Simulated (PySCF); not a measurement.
**BBr2F (dibromofluoroborane): M06-2X/cc-pVDZ**

Aim: the vertical singlet–triplet gap of BBr2F (dibromofluoroborane) at M06-2X/cc-pVDZ, from 2 runs. Input form: a Python script.

The results are computed with PySCF 2.14.0.

2 further runs of the same task are left out: 2 set aside as unsound or not needed.

### Step 1. The system as given

The species is BBr2F (4 atoms), meant as a singlet with charge 0. As SMILES, `FB(Br)Br`. The shape is that of a PBE0-D4/def2-TZVP optimisation.

Bond lengths: F1–B2 1.307 Å, B2–Br3 1.901 Å, B2–Br4 1.901 Å. Angles: F1–B2–Br3 119.1°, F1–B2–Br4 119.1°, Br3–B2–Br4 121.7°.

### Step 2. The energy at M06-2X/cc-pVDZ

Input file input.xyz:

```xyz
4

F      1.316550     0.465960     0.364370
B      0.123960     0.043770     0.034160
Br    -0.483040    -1.629420     0.701450
Br    -0.957470     1.119690    -1.099980
```

Input file input.py:

```python
from pyscf import gto, dft

system = gto.M(
    atom='input.xyz',
    charge=0,
    verbose=3,
    max_memory=1860,
    basis='cc-pvdz',
)

mf = dft.RKS(system)
mf.xc = 'm06-2x'
mf.conv_tol = 1e-10
mf.grids.level = 5
mf.kernel()
if not mf.converged:
    mf = mf.newton().run(mf.mo_coeff, mf.mo_occ)

energy = mf.e_tot
print('E = %.10f Eh' % energy)
```

Launch:

```console
OMP_NUM_THREADS=1 python input.py
```

Standard output:

```text
converged SCF energy = -5273.13917624157
E = -5273.1391762416 Eh
```

Run time: 22 s. Hardware: 1 thread of Arm Neoverse V2, shared host; peak memory 0.44 GiB.

### Step 3. The triplet at the same level

Input file job.py:

```python
from pyscf import gto, dft

molecule = gto.M(
    atom=[
    ('F', (1.316550, 0.465960, 0.364370)),
    ('B', (0.123960, 0.043770, 0.034160)),
    ('Br', (-0.483040, -1.629420, 0.701450)),
    ('Br', (-0.957470, 1.119690, -1.099980)),
],
    verbose=3,
    charge=0,
    basis='cc-pvdz',
    spin=2,
    max_memory=1860,
)

myscf = dft.UKS(molecule, xc='m06-2x')
myscf.grids.level = 5
myscf.conv_tol = 1e-10
myscf.kernel()
if not myscf.converged:
    myscf = myscf.newton().run(myscf.mo_coeff, myscf.mo_occ)

energy = myscf.e_tot
print('E(%s) = %.9f' % ('M06-2X', energy))
```

Launch:

```console
OMP_NUM_THREADS=1 python job.py
```

Standard output:

```text
WARN: HOMO -0.0262675937588437 >= LUMO -0.34945798530025

WARN: HOMO -0.130208263897132 >= LUMO -0.27099821466401

WARN: HOMO -0.133432170362974 >= LUMO -0.251815036151189

WARN: HOMO -0.134699257265257 >= LUMO -0.242038445283103

WARN: HOMO -0.136058181907876 >= LUMO -0.243333335498034

WARN: HOMO -0.136904506982991 >= LUMO -0.243045723133108

WARN: HOMO -0.13666880954441 >= LUMO -0.242960138760238

WARN: HOMO -0.136803676545544 >= LUMO -0.242972970380777

WARN: HOMO -0.136802899866501 >= LUMO -0.242968268056413

WARN: HOMO -0.136803944598237 >= LUMO -0.242973389972796

WARN: HOMO -0.136804682788695 >= LUMO -0.24297382249244

WARN: HOMO -0.136804590911734 >= LUMO -0.242973730583423

WARN: HOMO -0.136804543762889 >= LUMO -0.242973807356353

converged SCF energy = -5272.91174189194  <S^2> = 2.008166  2S+1 = 3.005439
E(M06-2X) = -5272.911741892
```

Wall time 53 s (1 thread of Arm Neoverse V2, shared host); peak memory 0.47 GiB.

### Step 4. Outcome

At M06-2X/cc-pVDZ:

| quantity | value |
| --- | --- |
| singlet: total energy | -5273.13918 Eh |
| singlet: dipole moment | 0.16 D |
| singlet: HOMO energy | -9.74 eV |
| singlet: LUMO energy | -0.28 eV |
| singlet: HOMO–LUMO gap | 9.46 eV |
| triplet: total energy | -5272.91174 Eh |
| triplet: dipole moment | 1.87 D |
| triplet: HOMO energy (highest over α and β) | -3.72 eV |
| triplet: ⟨S²⟩ | 2.008 |
| vertical energy of the triplet above the singlet | 6.189 eV |

**Reading.** At this shape the triplet lies 6.19 eV (597 kJ/mol) above the singlet. Mulliken charges (singlet) run from -0.08 on Br3 to +0.20 on B2; they depend strongly on the basis.
